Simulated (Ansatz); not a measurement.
**CH₅In: vertical ionisation energy**

The task here is to estimate one member of a computed series from the others.

Computed with Ansatz 0.2.0, Gaussian basis. Level: unrestricted cation, the program's frozen cores in correlated methods.

The runs, in order: UKS PBE-D4/def2-TZVPP; UKS r2SCAN-D4/def2-TZVPP; UKS PBE0-D4/def2-TZVPP; UKS B3LYP-D4/def2-TZVPP; UKS wB97X-V/def2-TZVPP; UKS wB97M-V/def2-TZVPP; UKS B2PLYP/def2-TZVPP; UHF-CCSD(T)/def2-TZVPP; UHF-CCSD(T)/def2-QZVPP; extrapolation to the limit; then −ε(HOMO) from the neutral's earlier runs with LDA (SPW92), PBE-D4, revPBE-D4, BLYP-D4, r2SCAN-D4, B97M-V, PBE0-D4, B3LYP-D4, r2SCANh-D4, r2SCAN0-D4, HSE06-D4, BHLYP-D4, CAM-B3LYP-D4, LC-ωPBE, ωB97X-V, ωB97M-V.

## The relaxed structure

All runs share one geometry, relaxed beforehand with PBE0-D4 in a triple-zeta def2 set. In takes the def2 core potential; no spin-orbit term is included.

SMILES `[CH3][InH2]`, 7 atoms, charge 0, spin multiplicity 1.

Atoms are counted from 1 here; the program's logs count them from 0.

Bond lengths: C1–In2 2.153 Å, C1–H3 1.090 Å, C1–H4 1.093 Å, C1–H5 1.091 Å, In2–H6 1.730 Å, In2–H7 1.731 Å. Angles: In2–C1–H3 111.6°, In2–C1–H4 109.1°, In2–C1–H5 110.7°, H3–C1–H4 108.3°, H3–C1–H5 109.4°, H4–C1–H5 107.6°, C1–In2–H6 120.8°, C1–In2–H7 120.0°, H6–In2–H7 119.3°.

Set-up of the first run:

Input file in.yaml:

```yaml
crystal:
  periodic: [false, false, false]
  atoms:
    - {symbol: C, position_ang: [-0.528509, -0.700605, -0.498646]}
    - {symbol: In, position_ang: [0.594323, 0.783777, 0.583979]}
    - {symbol: H, position_ang: [-1.415557, -1.012395, 0.052481]}
    - {symbol: H, position_ang: [-0.848333, -0.279993, -1.455857]}
    - {symbol: H, position_ang: [0.091188, -1.573000, -0.711992]}
    - {symbol: H, position_ang: [-0.133531, 1.676965, 1.874912]}
    - {symbol: H, position_ang: [2.240419, 1.105250, 0.155123]}
basis:
  gaussian: {orbitals: def2-TZVPP}
total_charge: 1
magnetization: {spin_polarized: true, initial_magnetization: 1}
hamiltonian: {xc: pbe, dispersion: d4}
```

The run is started by

```sh
ansatz run in.yaml --threads 2 --pin off --events-out ev --progress --plain --max-ram 32768MiB --backend cpu
```

Steps of the session up to this table: Cation, UKS PBE-D4/def2-TZVPP; Cation, UKS r2SCAN-D4/def2-TZVPP; Cation, UKS PBE0-D4/def2-TZVPP; Cation, UKS B3LYP-D4/def2-TZVPP; Cation, UKS wB97X-V/def2-TZVPP; Cation, UKS wB97M-V/def2-TZVPP; Cation, UKS B2PLYP (frozen core)/def2-TZVPP; Cation, UHF-CCSD(T)/def2-TZVPP; Cation, UHF-CCSD(T)/def2-QZVPP.

One of the session's tables, all rows but one given; the rest of the session is left out.

It belongs to the step «Ionisation energies side by side». Orbital estimates, from the neutral's runs:

```
  functional  −ε(HOMO) (eV)
 LDA (SPW92)           6.58
      PBE-D4           6.42
   revPBE-D4           6.36
     BLYP-D4           6.29
   r2SCAN-D4           6.65
      B97M-V           6.70
     PBE0-D4           7.56
    B3LYP-D4           7.36
  r2SCANh-D4           7.08
  r2SCAN0-D4           7.72
    HSE06-D4           7.16
    BHLYP-D4           8.60
CAM-B3LYP-D4           8.89
     LC-ωPBE          10.24
     ωB97X-V           9.87
     ωB97M-V              ?
```

Q: Estimate the row for ωB97M-V from the others.

**Answer.** −ε(HOMO) (eV): 9.74. In the column «−ε(HOMO) (eV)» it lies between CAM-B3LYP-D4 (8.89) and ωB97X-V (9.87).
